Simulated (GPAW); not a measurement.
# Co3Ir (Pm-3m) in GPAW: equation of state

How stiff is Co3Ir in PBEsol, and what volume does it want? The cell is scaled to several volumes.

Program: GPAW 26.7.0. These are calculated values, not measurements. Logs are shortened: lines on timing, memory, paths and dates and some standing lists are left out, and cuts for length are marked. The log counts tension as positive stress, the text compression.

## 1. The crystal as given

Symmetry: Pm-3m, No. 221, cubic system. The conventional cell has a = 3.583 Å, b = 3.583 Å, c = 3.583 Å, α = 90.00°, β = 90.00°, γ = 90.00°. Around Ir (site symmetry m-3m) lie 12 Co at 2.53 Å. Around Co (site symmetry 4/mmm) lie 4 Ir at 2.53 Å and 8 Co at 2.53 Å.

The cell comes from a database or a generator and needn't be the stable form of this composition.

## 2. Equation of state, PBEsol, collinear spin, ferromagnetic start

Contents of run.py:

```python
from ase import Atoms
from ase.eos import EquationOfState
from ase.io import Trajectory
from ase.units import GPa
from gpaw import GPAW, PW, setup_paths

setup_paths.insert(0, '.')

atoms = Atoms(['Ir', 'Co', 'Co', 'Co'],
              cell=[[3.582561, 0.0, 0.0],
                    [0.0, 3.582561, 0.0],
                    [0.0, 0.0, 3.582561]],
              scaled_positions=[[0.0, 0.0, 0.0],
                                [0.5, 0.5, 0.0],
                                [0.5, 0.0, 0.5],
                                [0.0, 0.5, 0.5]],
              pbc=True)
atoms.set_initial_magnetic_moments([0.6, 2.0, 2.0, 2.0])

traj = Trajectory('eos.traj', 'w')
volumes, energies = [], []
for x in [0.94, 0.96, 0.98, 1.0, 1.02, 1.04, 1.06]:
    a = atoms.copy()
    a.set_cell(atoms.cell * x**(1 / 3), scale_atoms=True)
    calc = GPAW(mode=PW(600),
                xc='PBEsol',
                kpts={'size': (8, 8, 8), 'gamma': True},
                occupations={'name': 'fermi-dirac', 'width': 0.05},
                nbands=41,
                convergence={'density': 1e-05, 'energy': 1e-05},
                maxiter=150,
                txt=f'eos-{x:.2f}.txt')
    a.calc = calc
    energies.append(a.get_potential_energy(force_consistent=True))
    volumes.append(a.get_volume())
    p = -a.get_stress()[:3].mean() / GPa
    calc.write(f'eos-{x:.2f}.gpw')
    traj.write(a)
    print(f'{x:.2f} {volumes[-1]:10.4f} A^3 {energies[-1]:14.6f} eV {p:9.3f} GPa', flush=True)

v0, e0, B = EquationOfState(volumes, energies, eos='birchmurnaghan').fit()
print(f'V0 = {v0:.4f} A^3, E0 = {e0:.6f} eV, B0 = {B / GPa:.2f} GPa')
```

Potentials or basis: PAW data sets generated in the run's folder for this functional, pw.

On the command line:

```console
$ gpaw-setup -f PBEsol Co Ir
$ OMP_NUM_THREADS=1 python run.py
```

Output:

```text
__  _  _
 | _ |_)|_||  |
 |__||  | ||/\| - 26.7.0

Input parameters:
  mode=PW(ecut=600.0),
  convergence={'density': 1e-05, 'energy': 1e-05},
  kpts=MonkhorstPack(size=(8, 8, 8), gamma=True),
  maxiter=150,
  nbands=41,
  occupations=Occupations(name='fermi-dirac', width=0.05),
  xc=XC(name='PBEsol')

Diagonalizing LCAO Hamiltonian
Converting LCAO to pw mode
   .--------.
  /|        |
 * |        |
 |Co        |
 | .-Co-----.
 |/   Co   /
 Ir-------*

Atoms  # Å, Bohr magnetons
|   | symbol |        x |        y |        z |    initial magnetic moments |
|---|--------|----------|----------|----------|-----------------------------|
| 0 |     Ir | 0.000000 | 0.000000 | 0.000000 | ( 0.0000,  0.0000,  0.6000) |
| 1 |     Co | 1.767071 | 1.767071 | 0.000000 | ( 0.0000,  0.0000,  2.0000) |
| 2 |     Co | 1.767071 | 0.000000 | 1.767071 | ( 0.0000,  0.0000,  2.0000) |
| 3 |     Co | 0.000000 | 1.767071 | 1.767071 | ( 0.0000,  0.0000,  2.0000) |

Unit cell  # Å
| periodic |        x |        y |        z |  lengths |    angles |
|----------|----------|----------|----------|----------|-----------|
|      yes | 3.534142 | 0.000000 | 0.000000 | 3.534142 | 90.000000 |
|      yes | 0.000000 | 3.534142 | 0.000000 | 3.534142 | 90.000000 |
|      yes | 0.000000 | 0.000000 | 3.534142 | 3.534142 | 90.000000 |

Number of symmetries: 48
Symmetry operations  # r_c * U_cc + t_c -> r_c
|    | kind |            matrix            |
|----|------|------------------------------|
|  0 |  E   |  1, 0, 0,  0, 1, 0,  0, 0, 1 |
|  1 |  σ   |  1, 0, 0,  0, 1, 0,  0, 0,-1 |
|  2 |  σ   |  1, 0, 0,  0, 0, 1,  0, 1, 0 |
|  3 |  C4  |  1, 0, 0,  0, 0, 1,  0,-1, 0 |
|  4 |  C4  |  1, 0, 0,  0, 0,-1,  0, 1, 0 |
|  5 |  σ   |  1, 0, 0,  0, 0,-1,  0,-1, 0 |
|  6 |  σ   |  1, 0, 0,  0,-1, 0,  0, 0, 1 |
|  7 |  C2  |  1, 0, 0,  0,-1, 0,  0, 0,-1 |
|  8 |  σ   |  0, 1, 0,  1, 0, 0,  0, 0, 1 |
|  9 |  C2  |  0, 1, 0,  1, 0, 0,  0, 0,-1 |
| 10 |  C3  |  0, 1, 0,  0, 0, 1,  1, 0, 0 |
| 11 |  S6  |  0, 1, 0,  0, 0, 1, -1, 0, 0 |
| 12 |  S6  |  0, 1, 0,  0, 0,-1,  1, 0, 0 |
| 13 |  C3  |  0, 1, 0,  0, 0,-1, -1, 0, 0 |
| 14 |  C4  |  0, 1, 0, -1, 0, 0,  0, 0, 1 |
| 15 |  S4  |  0, 1, 0, -1, 0, 0,  0, 0,-1 |
| 16 |  C3  |  0, 0, 1,  1, 0, 0,  0, 1, 0 |
| 17 |  S6  |  0, 0, 1,  1, 0, 0,  0,-1, 0 |
| 18 |  σ   |  0, 0, 1,  0, 1, 0,  1, 0, 0 |
| 19 |  C4  |  0, 0, 1,  0, 1, 0, -1, 0, 0 |
| 20 |  C2  |  0, 0, 1,  0,-1, 0,  1, 0, 0 |
| 21 |  S4  |  0, 0, 1,  0,-1, 0, -1, 0, 0 |
| 22 |  S6  |  0, 0, 1, -1, 0, 0,  0, 1, 0 |
| 23 |  C3  |  0, 0, 1, -1, 0, 0,  0,-1, 0 |
| 24 |  S6  |  0, 0,-1,  1, 0, 0,  0, 1, 0 |
| 25 |  C3  |  0, 0,-1,  1, 0, 0,  0,-1, 0 |
| 26 |  C4  |  0, 0,-1,  0, 1, 0,  1, 0, 0 |
| 27 |  σ   |  0, 0,-1,  0, 1, 0, -1, 0, 0 |
| 28 |  S4  |  0, 0,-1,  0,-1, 0,  1, 0, 0 |
| 29 |  C2  |  0, 0,-1,  0,-1, 0, -1, 0, 0 |
| 30 |  C3  |  0, 0,-1, -1, 0, 0,  0, 1, 0 |
| 31 |  S6  |  0, 0,-1, -1, 0, 0,  0,-1, 0 |
| 32 |  C4  |  0,-1, 0,  1, 0, 0,  0, 0, 1 |
| 33 |  S4  |  0,-1, 0,  1, 0, 0,  0, 0,-1 |
| 34 |  S6  |  0,-1, 0,  0, 0, 1,  1, 0, 0 |
| 35 |  C3  |  0,-1, 0,  0, 0, 1, -1, 0, 0 |
| 36 |  C3  |  0,-1, 0,  0, 0,-1,  1, 0, 0 |
| 37 |  S6  |  0,-1, 0,  0, 0,-1, -1, 0, 0 |
| 38 |  σ   |  0,-1, 0, -1, 0, 0,  0, 0, 1 |
| 39 |  C2  |  0,-1, 0, -1, 0, 0,  0, 0,-1 |
| 40 |  σ   | -1, 0, 0,  0, 1, 0,  0, 0, 1 |
| 41 |  C2  | -1, 0, 0,  0, 1, 0,  0, 0,-1 |
| 42 |  C2  | -1, 0, 0,  0, 0, 1,  0, 1, 0 |
| 43 |  S4  | -1, 0, 0,  0, 0, 1,  0,-1, 0 |
| 44 |  S4  | -1, 0, 0,  0, 0,-1,  0, 1, 0 |
| 45 |  C2  | -1, 0, 0,  0, 0,-1,  0,-1, 0 |
| 46 |  C2  | -1, 0, 0,  0,-1, 0,  0, 0, 1 |
| 47 |  i   | -1, 0, 0,  0,-1, 0,  0, 0,-1 |

BZ-sampling:
  Number of BZ points: 512
  Number of IBZ points: 35

  Monkhorst-Pack size: [8, 8, 8]
  Monkhorst-Pack shift: [0.0625, 0.0625, 0.0625]

K-points  # in reciprocal-cell coordinates
|     |                                coordinates |     weight |
|-----|--------------------------------------------|------------|
|   0 | (  0.00000000,   0.00000000,   0.00000000) | 0.00195312 |
|   1 | (  0.12500000,   0.00000000,   0.00000000) | 0.01171875 |
|   2 | (  0.12500000,   0.12500000,   0.00000000) | 0.02343750 |
|   3 | (  0.12500000,   0.12500000,   0.12500000) | 0.01562500 |
|   4 | (  0.25000000,   0.00000000,   0.00000000) | 0.01171875 |
|   5 | (  0.25000000,   0.12500000,   0.00000000) | 0.04687500 |
|   6 | (  0.25000000,   0.12500000,   0.12500000) | 0.04687500 |
|   7 | (  0.25000000,   0.25000000,   0.00000000) | 0.02343750 |
|   8 | (  0.25000000,   0.25000000,   0.12500000) | 0.04687500 |
|   9 | (  0.25000000,   0.25000000,   0.25000000) | 0.01562500 |
| ... |                                            |            |
|  34 | (  0.50000000,   0.50000000,   0.50000000) | 0.00195312 |

Plane wave coefficients: 1498
Cutoff: 600.0 eV

Spin-components: 2 (collinear spins)
Bands:           41
Projectors:      24
Spin-degeneracy: 1
Datatype:        complex128

Parallelization:
  kpt:    1
  domain: 1
  band:   1

Density:
  Valence electrons: 42.0
  Components: 2
  Grid points: [20 20 20]
  Charge: 0.0  # |e|

Potential:
  Grid points: [20 20 20]

species:
  Ir:
    name:    Iridium
    Z:       77.0
    valence: 15
    core:    62
    charge:  0.0  # [|e|]
    compensation charges:
      type: gauss
      rc: 0.40  # [Å]
      lmax: 2
    cutoffs:
      filter: 2.40  # [Å]
      core: 2.36  # [Å]
    projectors
    | kind |    occ | energy [eV] | rcut [Å] |
    |------|--------|-------------|----------|
    |   6s |  2.000 |      -6.350 |    1.296 |
    |   5p |  6.000 |     -54.763 |    1.328 |
    |   6p |  0.000 |      -1.184 |    1.328 |
    |   5d |  7.000 |      -7.197 |    1.286 |
    |    s |        |      20.861 |    1.296 |
    |    d |        |      20.014 |    1.286 |

    Using partial waves for Ir as LCAO basis

  Co:
    name:    Cobalt
    Z:       27.0
    valence: 9
    core:    18
    charge:  0.0  # [|e|]
    compensation charges:
      type: gauss
      rc: 0.32  # [Å]
      lmax: 2
    cutoffs:
      filter: 1.87  # [Å]
      core: 2.55  # [Å]
    projectors
    | kind |    occ | energy [eV] | rcut [Å] |
    |------|--------|-------------|----------|
    |   4s |  2.000 |      -5.488 |    1.005 |
    |   4p |  0.000 |      -1.248 |    1.058 |
    |   3d |  7.000 |      -8.230 |    1.005 |
    |    s |        |      21.723 |    1.005 |
    |    p |        |      25.963 |    1.058 |
    |    d |        |      18.981 |    1.005 |

    Using partial waves for Co as LCAO basis

Reference energy: -597954.463297  # eV

eigensolver:
  PPCG
  Converge bands: occupied
  niter=2

density mixing:
  MSR1-Mixer
  Pratt-step length: 0.05
  Maximum mixing coefficient: 0.75
  Old densities: 10
  SVD Regularization: 0.005
  Good broyden scale: 1.0
  Trust region scale: 1.0
  Backstep threshold: 4.0
  History deletion threshold: 6.0
  Fourier metric: weight=20.0, sigma=0.015

occupation numbers:
  Fermi-Dirac:
    width: 0.0500  # eV

poisson solver:
  ecut: 4800.0  # eV

xc functional:
  name: PBEsol with 2 nearest neighbor stencil

convergence criteria:
- Maximum integral of absolute [dens]ity change: 1e-05 electrons / valence electron
- Maximum [total energy] change in last 3 cyles: 1e-05 eV / valence electron
- Maximum integral of absolute [eigenst]ate change: 4e-08 eV^2 / valence electron
maximum number of iterations: 150

SCF iterations
|iter     | |      energy | eigst |  dens |  magmom |
|---------|-|-------------|-------|-------|---------|
|iter:   1| |  -37.097370 | +0.46 |       |  +6.6082|
|iter:   2| |  -37.009495 | -1.67 | -1.00 |  +6.5064|
|iter:   3| |  -36.833790 | -2.69 | -1.13 |  +6.2589|
|iter:   4| |  -36.849789 | -2.67 | -1.28 |  +5.8282|
|iter:   5| |  -36.906618 | -3.36 | -1.51 |  +5.5392|
|iter:   6| |  -36.973179 | -2.95 | -1.62 |  +4.9374|
|iter:   7| |  -36.983331 | -3.26 | -2.02 |  +4.3794|
|iter:   8| |  -36.987092 | -4.17 | -2.10 |  +3.9334|
|iter:   9| |  -36.995810 | -3.87 | -2.05 |  +3.5422|
|iter:  10| |  -37.006167 | -3.75 | -2.14 |  +3.1811|
|iter:  11| |  -37.010701 | -3.81 | -2.27 |  +3.1412|
|iter:  12| |  -37.010882 | -5.15 | -2.88 |  +3.1188|
|iter:  13| |  -37.010838c| -6.45 | -3.44 |  +3.1357|
|iter:  14| |  -37.010862c| -6.80 | -3.97 |  +3.1283|
|iter:  15| |  -37.010845c| -7.37 | -4.30 |  +3.1328|
|iter:  16| |  -37.010850c| -7.99c| -4.55 |  +3.1311|
|iter:  17| |  -37.010851c| -8.64c| -4.98 |  +3.1305|
|iter:  18| |  -37.010851c| -9.02c| -5.46c|  +3.1303|

Converged in 18 steps
Energy contributions relative to reference atoms: (reference = -597954.463297)

Energy contributions:
  Kinetic:          35.502326
  Coulomb:         -29.079781
  Zero:             -0.350363
  External:          0.000000
  Xc:              -43.057398
  Entropy:          -0.051270
  Spinorbit:         0.000000
  ----------------------------
  Free energy:     -37.036487
  Extrapolated:    -37.010851

dipole moment: (-22.488161, -22.488161, -22.488161)  # |e|*Ang

Total magnetic moment: (0.000000, 0.000000, 3.130334)

Local magnetic moments
|        x |        y |        z |
|----------|----------|----------|
| 0.000000 | 0.000000 | 0.240522 |  # Ir   0
| 0.000000 | 0.000000 | 0.994561 |  # Co   1
| 0.000000 | 0.000000 | 0.994561 |  # Co   2
| 0.000000 | 0.000000 | 0.994561 |  # Co   3

Fermi level: 12.602
Eigenvalues  # (at kpt = [0.000, 0.000, 0.000])
| band index |      eig [eV] | occ [0-1] |      eig [eV] | occ [0-1] |
|------------|---------------|-----------|---------------|-----------|
|          0 |       -36.965 |     1.000 |       -36.784 |     1.000 |
|        ... |               |           |               |           |
|          9 |         7.578 |     1.000 |         8.103 |     1.000 |
|         10 |         9.951 |     1.000 |        10.864 |     1.000 |
|         11 |         9.951 |     1.000 |        10.864 |     1.000 |
|         12 |         9.951 |     1.000 |        10.864 |     1.000 |
|         13 |        11.458 |     1.000 |        12.422 |     0.973 |
|         14 |        11.458 |     1.000 |        12.422 |     0.973 |
[... 8 lines left out ...]
|         23 |        13.694 |     0.000 |        14.318 |     0.000 |
|         24 |        14.980 |     0.000 |        15.028 |     0.000 |
|        ... |               |           |               |           |
|         40 |        36.480 |     0.000 |        36.919 |     0.000 |

No gap
No difference between direct/indirect transitions

Stress tensor  # eV/Ang^3
|         x |         y |         z |
|-----------|-----------|-----------|
| -0.024805 |  0.000000 |  0.000000 |
|  0.000000 | -0.024805 |  0.000000 |
|  0.000000 |  0.000000 | -0.024805 |

# Writing to eos-0.96.gpw (mode='')
```

Wall time 14 min (1 thread of Intel Xeon Platinum 8488C (Sapphire Rapids), shared host); peak memory 0.47 GiB.

What came out:

- Equilibrium volume: 11.36 Å³/atom (rough: see the caveat)
- Bulk modulus: 191 GPa (rough)

Energy against volume, from the lowest point:
```tsv
volume (Å³/atom)	energy (meV/atom)
10.806	15.69
11.036	3.83
11.265	0.00
11.495	0.44
11.725	5.79
11.955	16.97
12.185	33.61
```

Caveat: the fit is doubtful: noisy points or a state that changes with volume. Spin-orbit coupling is left out, which matters for the levels of Ir.
